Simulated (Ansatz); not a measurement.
Mg3Te in Ansatz: the effect of functional

Mg3Te:

```
Te Mg
1.0
    -2.12500    2.12500    5.24703
     2.12500   -2.12500    5.24703
     2.12500    2.12500   -5.24703
Te Mg
1 3
Direct
  0.00000 0.00000 0.00000
  0.25000 0.75000 0.50000
  0.75000 0.25000 0.50000
  0.50000 0.50000 0.00000
```

The cell comes from a database or a generator and needn't be the stable form of this composition.

The cell isn't the ideal one: volume scaled by 0.98.

Alike in all runs:

| Property | Result |
| --- | --- |
| Program | Ansatz 0.2.0 |
| Task | single point |
| Potentials or basis | Ansatz PAW |
| k mesh | 9 × 9 × 9 |
| Occupations | fermi-dirac, width 0.05 eV |
| Spin | no spin polarisation |

```csv
functional,cutoff,pressure (GPa)
LDA,420 eV (not typed: the program's choice for these potentials),?
r2SCAN,500 eV (not typed: the program's choice for these potentials),0.0
PBE,420 eV (not typed: the program's choice for these potentials),0.9
```

Question: What does the run with functional LDA give?

Answer: Pressure -1.6 GPa.

Caveats: the PAW data sets come from PBE, with cores solved anew for the run's functional, which leaves a small shift of forces and pressure (some runs).
